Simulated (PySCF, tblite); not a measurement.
# C3H9NOSi: geometry, infrared bands and NMR shifts

Aim: predict the infrared bands and NMR shifts of C3H9NOSi (`[H]/N=C\CCO[SiH3]`).

Computed with tblite 0.8.0 and PySCF 2.14.0, with density-fitted response routines of our own, on a single molecule in the gas phase. Atoms are numbered from 0 throughout.

## Step 1: Starting geometry

15 atoms, charge 0, multiplicity 1; geometry from: force field or distance geometry start.

Bonds of the start (Å): N0–C1 1.28, C1–C2 1.52, C2–C3 1.52, C3–O4 1.43, O4–Si5 1.67, N0–H6 1.02, C1–H7 1.11, C2–H8 1.09, C2–H9 1.10, C3–H10 1.10, C3–H11 1.09, Si5–H12 1.47, Si5–H13 1.49, Si5–H14 1.49.

## Step 2: Optimising the geometry with GFN2-xTB

Job settings and geometry (Å):

```
{"job": {"kind": "relax", "xc": "GFN2-xTB", "basis": "xTB"}, "charge": 0, "multiplicity": 1}
N     -3.062900     0.600100    -0.002400
C     -1.887800     0.593900     0.495500
C     -1.063700    -0.669800     0.674200
C      0.178300    -0.574600    -0.201700
O      1.087300     0.336100     0.413600
Si     2.547200     0.605700    -0.344000
H     -3.378600    -0.336900    -0.264000
H     -1.419700     1.542100     0.840500
H     -0.804200    -0.755300     1.731200
H     -1.679200    -1.533500     0.384200
H      0.637700    -1.578600    -0.242000
H     -0.083100    -0.261300    -1.208300
H      2.300500     1.120600    -1.700000
H      3.291000    -0.679400    -0.431400
H      3.332800     1.598600     0.444100
```

The run is started by

```
$ OMP_NUM_THREADS=1 python probes_run.py task.json out
```

This one command runs all jobs of the session in turn.

**Question.** This job is followed by: GFN2-xTB harmonic vibrations, gas phase; GIAO PBE0/pcSseg-1 NMR shielding, non-relativistic, gas phase. Predict these results of the whole session: strongest single infrared mode (GFN2-xTB); zero-point energy (GFN2-xTB); ¹³C shifts against TMS (PBE0/pcSseg-1); ¹H shifts against TMS (PBE0/pcSseg-1, means over atoms taken as alike); ¹⁵N shifts against NH3 (PBE0/pcSseg-1); ¹⁷O shifts against H2O (PBE0/pcSseg-1); ²⁹Si shifts against TMS (PBE0/pcSseg-1).

The runs gave:

| quantity | value |
| --- | --- |
| strongest single infrared mode (GFN2-xTB) | 2212 cm⁻¹, 403 km/mol |
| zero-point energy (GFN2-xTB) | 71.6 kcal/mol |
| ¹³C shifts against TMS (PBE0/pcSseg-1) | 175.7, 66.3, 49.6 ppm |
| ¹H shifts against TMS (PBE0/pcSseg-1, means over atoms taken as alike) | 10.68, 8.19, 4.93, 3.91, 2.16 ppm |
| ¹⁵N shifts against NH3 (PBE0/pcSseg-1) | 361.5 ppm |
| ¹⁷O shifts against H2O (PBE0/pcSseg-1) | 15.1 ppm |
| ²⁹Si shifts against TMS (PBE0/pcSseg-1) | -36.0 ppm |

Over 71 steps the energy fell by 0.244 eV; of the close pairs, O4–Si5 changed most, 1.667 to 1.621 Å. All 39 modes are real, so the xTB geometry is a minimum. The strongest single mode, at 2212 cm⁻¹, moves mainly H13 and H12. Unscaled tight-binding wavenumbers are off by several per cent, some by more. Its intensities can rank the bands wrongly. At PBE0/pcSseg-1: Shielding is most anisotropic at N0 (span 637 ppm, paramagnetic term -412 ppm).
